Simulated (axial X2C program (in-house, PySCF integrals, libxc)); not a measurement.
# IK⁺: EOM-IP-CCSD levels

Aim: EOM-IP-CCSD levels of IK⁺, with spin–orbit coupling in the Hamiltonian from the start.

The runs use an in-house X2C program for linear molecules on PySCF integrals; two-component X2C with atomic mean-field terms, I dyall-cv3z, K dyall-cv3z.

All values are calculated.

## Step 1: Input

Input file task.json:

```json
{"zs": [53, 19], "q": 1, "bas": ["dyall-cv3z", "dyall-cv3z"], "r0": 3.29, "eom": "ip", "rq": 0, "thr": -2.0, "nmax": 95, "grid": [1, 0.96, 1.045, 0.92, 1.09, 1.15]}
```

Keys: zs atomic numbers; q charge; bas basis sets; r0 starting distance in Å; eom kind of EOM run; thr threshold in hartree for freezing inner shells (an s shell follows its p shell); nmax most natural virtual spinors; grid distances as factors.

The run is started by

```console
$ python soeom.py task.json out
```

Nuclei are Gaussian, cores are contracted, and the Gaunt term is on.

## Step 2: EOM-IP-CCSD at 3.057 Å

Reference: the closed shell IK; 16 electrons correlated, 88 virtual spinors; roots sought by Ω: 1/2: 4, 3/2: 3, 5/2: 1.

Output:

```text
two-component X2C + atomic mean field  HF
basis functions 222  fitting functions 995  grid points 5803
iter        total energy     max residual
   1      -7711.204968842     4.09e-01
   2      -7711.226798207     6.91e-03
   3      -7711.227198417     6.66e-03
   4      -7711.227240705     9.85e-04
   5      -7711.227244917     2.26e-04
   6      -7711.227245326     1.04e-04
   7      -7711.227245369     2.06e-05
   8      -7711.227245374     9.06e-06
   9      -7711.227245374     1.22e-06
converged
one-electron -10925.31436642  Coulomb 3257.46120371  exact exchange -213.24803707  xc functional 0.00000000  nuclear repulsion 174.31516238  atomic mean-field constant -4.44120798
correlated 16  virtual 286  natural virtual 88  E(MP2) -0.380126533  MP2 remainder -0.023347314
iter   CCSD correlation   residual
   1     -0.383691568   8.82e-02
   2     -0.390678620   2.38e-02
   3     -0.390836451   4.45e-03
   4     -0.390820996   1.36e-03
   5     -0.390820571   3.01e-04
   6     -0.390820440   9.63e-05
   7     -0.390820631   2.78e-05
   8     -0.390820800   7.25e-06
   9     -0.390820766   2.10e-06
  10     -0.390820739   6.07e-07
  11     -0.390820731   1.71e-07
(T) -0.011688532  T1 0.0059  D1 0.0126  max T2 0.048
EOM-IP-CCSD roots
2*Omega      energy/Eh   energy/eV  one-particle weight
    1       0.27836015      7.5746      0.951
    1       0.31002846      8.4363      0.945
    1       0.64288752     17.4939      0.704
    1       0.71628485     19.4911      0.000
    3       0.27159509      7.3905      0.951
    3       0.71698196     19.5101      0.000
    3       0.72723414     19.7890      0.000
    5       0.72479039     19.7226      0.000
```

T1 in the output is the amplitude norm over the root of the electron number; divide by √2 for the Lee–Taylor value.

| Ω | vertical IE (eV) | above lowest (cm⁻¹) | spinor | weight |
| --- | --- | --- | --- | --- |
| 3/2 | 7.390 | 0 | 93% I pπ | 0.95 |
| 1/2 | 7.575 | 1480 | 46% I pπ, 44% I pσ | 0.95 |
| 1/2 | 8.436 | 8440 | 48% I pπ, 45% I pσ | 0.95 |
| 1/2 | 17.494 | 81490 | 86% I sσ, 6% K pσ | 0.70 |

Wall time 11 s (1 thread of Arm Neoverse V2, shared host); peak memory 0.97 GiB.

## Step 3: EOM-IP-CCSD at 2.935 Å

| Ω | vertical IE (eV) | above lowest (cm⁻¹) | spinor | weight |
| --- | --- | --- | --- | --- |
| 3/2 | 7.516 | 0 | 92% I pπ | 0.95 |
| 1/2 | 7.677 | 1300 | 46% I pσ, 44% I pπ | 0.95 |
| 1/2 | 8.542 | 8270 | 49% I pπ, 42% I pσ | 0.95 |
| 1/2 | 17.606 | 81380 | 84% I sσ, 7% K pσ | 0.71 |

It took 11 s on 1 thread of Arm Neoverse V2, shared host; peak memory 1 GiB.

## Step 4: EOM-IP-CCSD at 3.195 Å

| Ω | vertical IE (eV) | above lowest (cm⁻¹) | spinor | weight |
| --- | --- | --- | --- | --- |
| 3/2 | 7.260 | 0 | 94% I pπ | 0.95 |
| 1/2 | 7.455 | 1570 | 48% I pπ, 43% I pσ | 0.95 |
| 1/2 | 8.315 | 8510 | 47% I pπ, 46% I pσ | 0.95 |
| 1/2 | 17.366 | 81510 | 87% I sσ | 0.70 |

Wall time 12 s (1 thread of Arm Neoverse V2, shared host); peak memory 1 GiB.

## Step 5: EOM-IP-CCSD at 2.812 Å

| Ω | vertical IE (eV) | above lowest (cm⁻¹) | spinor | weight |
| --- | --- | --- | --- | --- |
| 3/2 | 7.650 | 0 | 91% I pπ | 0.95 |
| 1/2 | 7.768 | 960 | 49% I pσ, 40% I pπ | 0.95 |
| 1/2 | 8.642 | 8000 | 53% I pπ, 38% I pσ | 0.95 |
| 1/2 | 17.710 | 81140 | 83% I sσ, 8% K pσ | 0.71 |

Wall time 11 s (1 thread of Arm Neoverse V2, shared host); peak memory 1 GiB.

## Step 6: EOM-IP-CCSD at 3.332 Å

| Ω | vertical IE (eV) | above lowest (cm⁻¹) | spinor | weight |
| --- | --- | --- | --- | --- |
| 3/2 | 7.131 | 0 | 94% I pπ | 0.95 |
| 1/2 | 7.329 | 1600 | 48% I pπ, 43% I pσ | 0.95 |
| 1/2 | 8.188 | 8520 | 47% I pπ, 47% I pσ | 0.94 |
| 1/2 | 17.235 | 81500 | 89% I sσ | 0.70 |

It took 12 s on 1 thread of Arm Neoverse V2, shared host; peak memory 1 GiB.

## Step 7: EOM-IP-CCSD at 3.515 Å

| Ω | vertical IE (eV) | above lowest (cm⁻¹) | spinor | weight |
| --- | --- | --- | --- | --- |
| 3/2 | 6.966 | 0 | 95% I pπ | 0.95 |
| 1/2 | 7.159 | 1560 | 48% I pπ, 44% I pσ | 0.95 |
| 1/2 | 8.017 | 8480 | 48% I pπ, 46% I pσ | 0.94 |
| 1/2 | 17.064 | 81440 | 90% I sσ | 0.70 |

Wall time 11 s (1 thread of Arm Neoverse V2, shared host); peak memory 1.1 GiB.

## Step 8: Curves of the states

Energies in eV from the lowest point of the lowest state; states are followed by energy order within each Ω.

| R (Å) | (1)Ω=3/2 | (1)Ω=1/2 | (2)Ω=1/2 | (3)Ω=1/2 |
| --- | --- | --- | --- | --- |
| 2.812 | 0.6330 | 0.7516 | 1.6250 | 10.6936 |
| 2.935 | 0.3658 | 0.5264 | 1.3913 | 10.4556 |
| 3.057 | 0.1947 | 0.3787 | 1.2405 | 10.2980 |
| 3.195 | 0.0861 | 0.2808 | 1.1412 | 10.1919 |
| 3.332 | 0.0266 | 0.2247 | 1.0835 | 10.1308 |
| 3.515 | 0.0000 | 0.1928 | 1.0509 | 10.0978 |

## Step 9: What came out

| quantity | value |
| --- | --- |
| lowest root at 3.057 Å | Ω = 3/2, 7.390 eV |
| next root led by one particle | Ω = 1/2, about 1480 cm⁻¹ higher |
| T1 of the reference | 0.004 |

**Reading.** Removing an electron from the reference determinant of IK costs 7.39 eV and empties a spinor of 93% I pπ. Errors of 0.1 to 0.3 eV are usual at this size, and roots led by higher excitations are left out, so the list is incomplete, and low states of that kind can be missing.
